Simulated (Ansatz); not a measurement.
# C2H4AlNSe: a ladder of functionals and wavefunction methods

The task here is to estimate one member of a computed series from the others.

The runs use Ansatz 0.2.0, Gaussian basis; functionals in def2-TZVPP, the program's frozen cores in correlated methods.

Plan: PBE-D4, r2SCAN-D4, PBE0-D4, B3LYP-D4, ωB97X-V, ωB97M-V, B2PLYP; CCSD(T)/def2-TZVPP; MP2/def2-QZVPP; extrapolation to the limit.

## Structure used throughout

The geometry comes from an earlier relaxation with PBE0-D4 in a triple-zeta def2 set; it is a stationary point, not always the lowest conformer.

9 atoms, charge 0, spin multiplicity 1.

Atoms are counted from 1 here; the program's logs count them from 0.

Bond lengths: Se1–C2 1.927 Å, Se1–H6 1.469 Å, C2–N3 1.277 Å, C2–C5 1.526 Å, N3–Al4 1.839 Å, Al4–C5 1.963 Å, Al4–H7 1.580 Å, C5–H8 1.092 Å, C5–H9 1.092 Å. Angles: C2–Se1–H6 95.6°, Se1–C2–N3 120.0°, Se1–C2–C5 121.1°, N3–C2–C5 118.9°, C2–N3–Al4 86.4°, N3–Al4–C5 78.8°, N3–Al4–H7 135.6°, C5–Al4–H7 145.6°, C2–C5–Al4 75.9°, C2–C5–H8 112.8°, C2–C5–H9 112.8°, Al4–C5–H8 121.3°, Al4–C5–H9 121.3°, H8–C5–H9 108.5°.

The first run:

in.yaml reads:

```yaml
crystal:
  periodic: [false, false, false]
  atoms:
    - {symbol: Se, position_ang: [-1.848085, 1.582293, -0.493209]}
    - {symbol: C, position_ang: [-0.507749, 0.197313, -0.506214]}
    - {symbol: N, position_ang: [-0.397486, -0.575856, -1.516618]}
    - {symbol: Al, position_ang: [0.974962, -1.388153, -0.600381]}
    - {symbol: C, position_ang: [0.435299, 0.001774, 0.676924]}
    - {symbol: H, position_ang: [-1.505716, 2.100798, 0.837653]}
    - {symbol: H, position_ang: [1.963563, -2.588721, -0.879835]}
    - {symbol: H, position_ang: [-0.090736, -0.250216, 1.600123]}
    - {symbol: H, position_ang: [1.064348, 0.874468, 0.864456]}
basis:
  gaussian: {orbitals: def2-TZVPP}
hamiltonian: {xc: pbe, dispersion: d4}
output: {forces: true, orbitals: {seedname: orbitals}}
```

On the command line:

```
$ ansatz run in.yaml --threads 4 --pin off --events-out ev --progress --plain --max-ram 10444MiB
```

Steps of the session up to this table: PBE-D4 (GGA); r2SCAN-D4 (meta-GGA); PBE0-D4 (hybrid); B3LYP-D4 (hybrid); ωB97X-V (range-separated); ωB97M-V (range-separated); B2PLYP (double hybrid); CCSD(T) in def2-TZVPP; MP2 in def2-QZVPP.

One table of the session follows, with a row left open; its other results are not shown here.

It belongs to the step «Atomisation energies». 

| method | atomisation energy (kJ/mol) |
| --- | --- |
| PBE-D4 | 3303.1 |
| r2SCAN-D4 | ? |
| PBE0-D4 | 3213.0 |
| B3LYP-D4 | 3188.1 |
| ωB97X-V | 3203.7 |
| ωB97M-V | 3194.9 |
| B2PLYP | 3150.4 |
| HF/def2-TZVPP | 2138.1 |
| MP2/def2-TZVPP | 3167.1 |
| CCSD/def2-TZVPP | 3009.8 |
| CCSD(T)/def2-TZVPP | 3084.7 |
| MP2/CBS | 3268.7 |
| CCSD(T)/CBS | 3186.3 |

Q: Estimate the row for r2SCAN-D4 from the others.

**Answer.** atomisation energy (kJ/mol): 3210.2. In the column «atomisation energy (kJ/mol)» it lies between ωB97X-V (3203.7) and PBE0-D4 (3213.0).
